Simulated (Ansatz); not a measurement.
# SrWO4 (I4_1/a) in Ansatz: band structure with PBEsol

Aim: the band structure of SrWO4 with PBEsol.

All numbers are computed with Ansatz 0.2.0; they aren't measurements. Logs are shortened: lines on timing, memory, paths and dates and some standing lists are left out, and cuts for length are marked.

**Measured values to compare with.**

From “Optical absorption of divalent metal tungstates: Correlation between the band-gap energy and the cation ionic radius”, 2008, arxiv:0807.2115, for a bulk crystal of SrWO4 at 300 K: band gap 5.08 eV (optical).

The runs below are set against these values where they give the same quantity.

**1. The structure**

Symmetry: I4_1/a, No. 88, tetragonal system. Conventional cell: a = 5.440 Å, b = 5.440 Å, c = 11.940 Å, α = 90.00°, β = 90.00°, γ = 90.00°. Around W (site symmetry -4) lie 4 O at 1.80 Å. Around Sr (site symmetry -4) lie 8 O at 2.58 to 2.62 Å. O (site symmetry 1) has 1 W at 1.80 Å as nearest neighbours.

The cell is a database's computed one.

**2. Band structure, PBEsol**

input.yaml reads:

```yaml
crystal:
  lattice:
    - [-2.7201121709, 2.7201121709, 5.9699255756]
    - [2.7201121709, -2.7201121709, 5.9699255756]
    - [2.7201121709, 2.7201121709, -5.9699255756]
  atoms:
    - { symbol: W, position: [0.5, 0.5, 0.0] }
    - { symbol: W, position: [0.25, 0.75, 0.5] }
    - { symbol: Sr, position: [0.0, 0.0, 0.0] }
    - { symbol: Sr, position: [0.75, 0.25, 0.5] }
    - { symbol: O, position: [0.30915709, 0.43142622, 0.40660193] }
    - { symbol: O, position: [0.18142622, 0.27482429, 0.62226913] }
    - { symbol: O, position: [0.65255516, 0.55915709, 0.37773087] }
    - { symbol: O, position: [0.02482429, 0.90255516, 0.59339807] }
    - { symbol: O, position: [0.72517571, 0.34744484, 0.90660193] }
    - { symbol: O, position: [0.09744484, 0.69084291, 0.12226913] }
    - { symbol: O, position: [0.56857378, 0.97517571, 0.87773087] }
    - { symbol: O, position: [0.44084291, 0.81857378, 0.09339807] }
hamiltonian:
  xc: pbesol
  pseudopotentials: { kind: paw }
kpoints:
  mp_grid: { grid: [7, 7, 7] }
  band_path:
    path:
      - [[0.0, 0.0, 0.0], [0.0, 0.0, 0.5], [-0.1038020182, 0.1038020182, 0.5], [-0.3019010091, 0.3019010091, 0.3019010091], [0.0, 0.0, 0.0], [0.5, 0.5, -0.5], [0.3019010091, 0.6980989909, -0.3019010091], [0.0, 0.5, 0.0], [0.25, 0.25, 0.25], [0.5, 0.5, -0.1038020182], [0.5, 0.5, -0.5]]
      - [[0.0, 0.0, 0.5], [0.25, 0.25, 0.25]]
    npoints: 10
scf:
  occupations: { method: fermi_dirac, width: 0.05 }
  n_extra_bands: 30
output:
  forces: true
  stress: true
  eigenvalues: true
  fatbands: true
  write_density: true
  write_potential: true
  elf: true
  volumetric_format: npy
```

Potentials or basis: Ansatz PAW.

Started as:

```bash
$ ansatz run input.yaml --threads 4 --pin off --max-ram 11264MiB --backend cpu --events-out ev --progress --plain --runs-dir out
```

The log of the run:

```text
Warning: RAYON_NUM_THREADS=4 ignored (pool sized by the plan → 4); use --threads N
scf.n_extra_bands = 30 over 48 filled bands (N_el = 96.0): the run solves 78 bands
Engine: ansatz 0.2.0, x86_64-unknown-linux-gnu
Pseudopotentials: kind: paw
Pseudopotential: W, paw, valence charge 14, recommended cutoff 420 eV (normal), W.paw.azcp
Pseudopotential: Sr, paw, valence charge 10, recommended cutoff 420 eV (normal), Sr.paw.azcp
Pseudopotential: O, paw, valence charge 6, recommended cutoff 420 eV (normal), O.paw.azcp
Functional definition: PBEsol
  exchange = pbesol_x
  correlation = pbesol_c
Crystal: 12 atoms, lattice volume = 176.686 Å³
Basis set: ecut = 420 eV, 3435 PW (Γ), exchange–correlation on 96×96×96 points (8 copies of the dense FFT grid, shifted against one another)
Bands: 78, of which v1, the nominal top of the filled ones, is band 48 counted from 1 (47 counted from 0)
Symmetry: 8 space group operations
Space group: I41/a (ITA 88), of the structure as read, at distance tolerance 5.6e-5 Å
k-points: 52 of 343
Non-local potential: W, projectors of the file, l = 0: 3, l = 1: 2, l = 2: 2, l = 3: 1
Non-local potential: Sr, projectors of the file, l = 0: 3, l = 1: 2, l = 2: 2
Non-local potential: O, projectors of the file, l = 0: 2, l = 1: 2, l = 2: 1
PAW form: soft (Blöchl's): semilocal exchange-correlation on the pseudo side does not see the compensation charge
PAW frozen core: W, regenerated for the run's functional, and the local potential with it (the file was generated under x = pbe(κ = 0.804, μ = 0.2195149727645171), c = pbe(β = 0.06672455060314922))
PAW frozen core: Sr, regenerated for the run's functional, and the local potential with it (the file was generated under x = pbe(κ = 0.804, μ = 0.2195149727645171), c = pbe(β = 0.06672455060314922))
PAW frozen core: O, regenerated for the run's functional, and the local potential with it (the file was generated under x = pbe(κ = 0.804, μ = 0.2195149727645171), c = pbe(β = 0.06672455060314922))
PAW one-centre angular grid: W, 590 points (default); XC on 64 Gauss nodes
PAW one-centre angular grid: Sr, 110 points (default); XC on 64 Gauss nodes
PAW one-centre angular grid: O, 110 points (default); XC on 64 Gauss nodes
Initial density: superposition of atomic densities (neutral atoms: chi_scale 0, normalization atom), corrected by the library's trained network
Initial wavefunctions: pseudopotential atomic-orbital guess
Functional: x = pbesol(κ = 0.804, μ = 0.12345679012345678), c = pbesol(β = 0.046)
SCF iter   1: F=—  HF=-31996.441676 eV  |F-HF|=—  |Δ(HF+E_count)|=         —  Δρ=1.53e-2  dr2=3.75e-1  ethr=1.77e-3  ⟨swp⟩=6.8  Hψ=19175  notcnv=0  defer=804
preconditioner: auto → Resta (q_TF=auto, 2.465 Å⁻¹)  ε∞=3.3  [insulator: Δε(μ)=4.218 eV  Ē_g=15.910 eV  σ=0.050 eV  W_gap=1.00  n_scr=36 (ndim 8)  ℏωp=24.4 eV  f_vac=0.051  D(μ)=0.00/eV (n_scr^D=0)  ε∞_Penn≈3.3]
SCF iter   2: F=—  HF=-31996.385277 eV  |F-HF|=—  |Δ(HF+E_count)|=   5.64e-2  Δρ=6.76e-3  dr2=1.01e-1  ethr=3.91e-4  ⟨swp⟩=2.0  Hψ=5841  notcnv=0  defer=1351
SCF iter   3: F=—  HF=-31996.366376 eV  |F-HF|=—  |Δ(HF+E_count)|=   1.89e-2  Δρ=1.32e-3  dr2=4.08e-3  ethr=1.05e-4  ⟨swp⟩=2.0  Hψ=4162  notcnv=0  defer=1351
SCF iter   4: F=—  HF=-31996.365975 eV  |F-HF|=—  |Δ(HF+E_count)|=   4.01e-4  Δρ=3.53e-4  dr2=1.91e-4  ethr=4.25e-6  ⟨swp⟩=2.0  Hψ=3953  notcnv=0  defer=1351
SCF iter   5: F=—  HF=-31996.366027 eV  |F-HF|=—  |Δ(HF+E_count)|=   5.30e-5  Δρ=1.21e-4  dr2=5.10e-5  ethr=1.99e-7  ⟨swp⟩=2.1  Hψ=4716  notcnv=0  defer=1351
SCF iter   6: F=—  HF=-31996.365818 eV  |F-HF|=—  |Δ(HF+E_count)|=   2.10e-4  Δρ=2.82e-5  dr2=2.86e-6  ethr=5.31e-8  ⟨swp⟩=2.0  Hψ=4021  notcnv=0  defer=1351
SCF iter   7: F=-31996.365819 eV  HF=-31996.365819 eV  |F-HF|=5.60e-8  |Δ(HF+E_count)|=   1.43e-6  Δρ=3.99e-6  dr2=4.20e-8  ethr=1.04e-10  ⟨swp⟩=17.2  Hψ=36510  notcnv=0
SCF 1 converged in 7 iterations: F = -31996.365819 eV  dr2 = 4.20e-8
NSCF: frozen V_eff on 112 k-points
SCF converged after 7 iterations
Free energy (F): -31996.365819 eV
Harris-Foulkes:  -31996.365819 eV  (|F-HF|=5.60e-8)
Internal energy: -31996.365819 eV  (E = F + TS)
E sigma→0 (E₀):  -31996.365819 eV
Fermi energy:    8.648474 eV
--- Per-component energies (eV) ---
  E_band       = -776.381800
  E_kinetic    = 2776.793039
  E_local      = -6759.369248  (includes V_loc(G=0)·N_el)
  E_nonlocal   = 797.629411
  E_hartree    = 2284.885323
  E_xc         = -1451.640375
  E_vxc        = -1541.069008  (∫ρ·V_xc dr)
  E_paw        = -23377.747722  (= ΣΔE_a)
  E_vpaw       = -620.162439  (= ΣTr[D̂ρ^β])
  E_aug_tail   = 0.019440  (compensation charges beyond the density's cutoff)
  E_ewald      = -6267.930270
  E_core_change = 0.994582  (= ΣΔE_core)
  E_smearing   = -0.000000  (= −TS)
  E_closure    = 0.000000  (closes the sum)
  Σ components = -31996.365819   (vs F -31996.365819, Δ=0.00e0)
--- Forces (eV/Å), atoms counted from 1 ---
  atom   1  W      0.00000000     0.00000000     0.00000000
  atom   2  W      0.00000000    -0.00000000     0.00000000
  atom   3  Sr     0.00000000    -0.00000000     0.00000000
  atom   4  Sr     0.00000000     0.00000000     0.00000000
  atom   5  O      0.14060928    -0.09540249     0.11320445
  atom   6  O      0.09540249     0.14060928     0.11320445
  atom   7  O     -0.09540249    -0.14060928     0.11320445
  atom   8  O     -0.14060928     0.09540249     0.11320445
  atom   9  O      0.14060928    -0.09540249    -0.11320445
  atom  10  O      0.09540249     0.14060928    -0.11320445
  atom  11  O     -0.09540249    -0.14060928    -0.11320445
  atom  12  O     -0.14060928     0.09540249    -0.11320445
  max |Σ_I F_I| component: 9.71e-17 eV/Å
--- Stress (GPa, compression-positive) ---
       -2.319179       0.000000      -0.000000
       -0.000000      -2.319179       0.000000
        0.000000      -0.000000      -2.241902
  P = ⅓ Tr σ = -2.2934 GPa (-22.934 kbar)
--- Band table (eV; the first three rows and the last of 52) ---
  k-point 0: bands = ["-66.8619", "-66.8616", "-31.3165", "-31.3165", "-31.3127", "-31.3127", "-31.3107", "-31.2949", "-25.1383", "-25.1072", "-10.3819", "-9.9338", "-9.6543", "-9.6395", "-9.6395", "-9.4926", "-9.4690", "-9.4690", "-7.0942", "-7.0942", "-7.0739", "-6.9468", "-6.9468", "-6.8840", "2.2921", "2.5576", "2.5576", "2.5736", "2.6873", "3.0105", "3.2209", "3.5033", "3.5033", "3.5825", "3.5935", "3.7684", "4.8794", "4.8794", "4.9290", "5.3197", "5.4578", "5.4578", "5.5663", "5.5663", "5.7083", "6.1219", "6.4293", "6.4293", "10.8248", "11.1861", "11.4170", "11.4950", "11.9524", "12.6867", "12.6867", "13.0170", "13.0371", "13.0371", "13.7847", "14.1993", "14.4780", "14.6031", "15.8319", "16.4759", "16.4880", "16.4880", "16.6703", "16.6703", "17.0146", "18.5281", "18.8924", "19.1168", "19.2277", "19.6684", "19.6684", "20.0865", "20.7043", "20.7043"]
  k-point 1: bands = ["-66.8619", "-66.8616", "-31.3166", "-31.3163", "-31.3143", "-31.3129", "-31.3086", "-31.2954", "-25.1365", "-25.1087", "-10.3974", "-9.9136", "-9.7453", "-9.6324", "-9.5695", "-9.5689", "-9.4856", "-9.3599", "-7.1299", "-7.0853", "-7.0233", "-6.9939", "-6.9637", "-6.8520", "2.2968", "2.3774", "2.5766", "2.7271", "2.9592", "2.9615", "3.1666", "3.4193", "3.4991", "3.5435", "3.5704", "3.8687", "4.6906", "4.8882", "4.8976", "5.4483", "5.4494", "5.4773", "5.4803", "5.6194", "5.8217", "6.0968", "6.2679", "6.3807", "10.9059", "11.2296", "11.3858", "11.5530", "12.2484", "12.5882", "12.7371", "12.8977", "13.0104", "13.2146", "13.8552", "14.3996", "14.4903", "14.6271", "15.8771", "16.1856", "16.2444", "16.4637", "16.5860", "16.7654", "17.0362", "18.4542", "18.5104", "18.6422", "18.8144", "18.9824", "19.1996", "20.0880", "20.6483", "21.3080"]
  k-point 2: bands = ["-66.8619", "-66.8616", "-31.3169", "-31.3159", "-31.3159", "-31.3136", "-31.3054", "-31.2968", "-25.1318", "-25.1128", "-10.3582", "-9.8552", "-9.8423", "-9.6500", "-9.6060", "-9.5494", "-9.4823", "-9.3405", "-7.1482", "-7.0634", "-7.0632", "-6.9973", "-6.9535", "-6.8249", "2.3186", "2.4899", "2.6037", "2.7798", "2.8493", "3.1153", "3.2223", "3.3738", "3.4660", "3.4890", "3.6080", "3.9362", "4.6497", "4.8497", "4.8841", "5.2732", "5.3979", "5.4800", "5.5979", "5.7186", "5.9107", "6.0097", "6.0623", "6.2674", "11.0064", "11.2342", "11.3481", "11.5874", "12.3565", "12.5515", "12.8905", "13.1798", "13.2308", "13.3845", "13.8253", "14.6723", "14.6781", "14.7634", "15.7461", "15.8705", "15.9011", "16.2876", "16.4626", "16.8815", "17.0546", "17.6799", "17.6986", "18.0433", "18.2925", "18.3158", "19.1298", "19.2584", "20.6547", "21.4746"]
  k-point 51: bands = ["-66.8618", "-66.8617", "-31.3189", "-31.3188", "-31.3109", "-31.3104", "-31.3030", "-31.3021", "-25.1233", "-25.1218", "-10.3014", "-10.2528", "-9.7355", "-9.7201", "-9.4520", "-9.4203", "-9.3468", "-9.3382", "-7.2226", "-7.2108", "-7.0186", "-6.9973", "-6.8647", "-6.8547", "2.3323", "2.4262", "2.6898", "2.7380", "2.8182", "2.9478", "3.2131", "3.2340", "3.3795", "3.4446", "4.0195", "4.1583", "4.5550", "4.6282", "4.7653", "4.8053", "5.3010", "5.3117", "5.8949", "6.0378", "6.0816", "6.1579", "6.2957", "6.3357", "10.9770", "11.0030", "11.2179", "11.2319", "12.4703", "12.5840", "13.2244", "13.2743", "13.5524", "13.5528", "13.9184", "13.9296", "14.3492", "14.3912", "15.9869", "16.0668", "16.2933", "16.4089", "16.4768", "16.5942", "16.9922", "17.0798", "17.8680", "18.8879", "19.4130", "19.6367", "19.6961", "20.4765", "20.7425", "20.7686"]
```

Run time: 83 s. Hardware: 4 threads of AMD EPYC, shared host; peak memory 1.3 GiB.

What came out:

| Item | Value |
| --- | --- |
| Free energy | -31996.3658 eV |
| Pressure | -2.3 GPa |
| Largest force | 0.204 eV/Å |
| Band gap on the k mesh | 4.40 eV, direct |
| Band gap along the path | 4.40 eV, direct |

Forces on the atoms (eV/Å):
```
W    0.000  0.000  0.000
W    0.000  0.000  0.000
Sr   0.000  0.000  0.000
Sr   0.000  0.000  0.000
O    0.141 -0.095  0.113
O    0.095  0.141  0.113
O   -0.095 -0.141  0.113
O   -0.141  0.095  0.113
O    0.141 -0.095 -0.113
O    0.095  0.141 -0.113
O   -0.095 -0.141 -0.113
O   -0.141  0.095 -0.113
```

Stress tensor (GPa, compression positive):
```
-2.32  0.00  0.00
 0.00 -2.32  0.00
 0.00  0.00 -2.24
```

Levels at the corners of the path, in eV from the valence-band top:
```tsv
point	band 45	band 46	band 47	band 48	band 49	band 50	band 51	band 52
Γ	-0.72	-0.31	0.00	0.00	4.40	4.76	4.99	5.07
X	-0.43	-0.43	-0.37	-0.37	4.60	4.60	5.08	5.08
Y	-0.46	-0.40	-0.30	-0.30	4.56	4.73	5.01	5.04
S	-0.48	-0.38	-0.22	-0.12	4.74	4.77	4.87	4.92
Γ	-0.72	-0.31	0.00	0.00	4.40	4.76	4.99	5.07
Z	-0.34	-0.34	-0.08	-0.08	4.50	4.50	4.78	4.78
S1	-0.48	-0.38	-0.22	-0.12	4.74	4.77	4.87	4.92
N	-0.51	-0.46	-0.25	-0.19	4.73	4.82	4.87	5.04
P	-0.41	-0.41	-0.39	-0.39	4.60	4.60	5.07	5.07
Y1	-0.46	-0.40	-0.30	-0.30	4.56	4.73	5.01	5.04
Z	-0.34	-0.34	-0.08	-0.08	4.50	4.50	4.78	4.78
X	-0.43	-0.43	-0.37	-0.37	4.60	4.60	5.08	5.08
P	-0.41	-0.41	-0.39	-0.39	4.60	4.60	5.07	5.07
```

Caveat: the pressure holds a Pulay correction of +0.6 GPa for the finite cutoff; spin-orbit coupling is left out, which moves the levels of the heavy elements; the PAW data sets come from PBE, with cores solved anew for the run's functional, which leaves a small shift of forces and pressure.

**3. How close it comes**

Step 2. A measured gap of SrWO4 is 5.08 eV (optical; 300 K; “Optical absorption of divalent metal tungstates: Correlation between the band-gap energy and the cation ionic radius”, 2008, arxiv:0807.2115); the calculated 4.40 eV misses it by -0.68 eV. 2 values of this kind are on record (4.9 to 5.08 eV); this one was drawn at random. Spin-orbit coupling on Sr, W is left out. The value is that of PBEsol, without temperature or zero-point motion. Semilocal functionals fall short of measured gaps as a rule. The cell is a database's relaxed one, not the measured one, which moves gaps too.
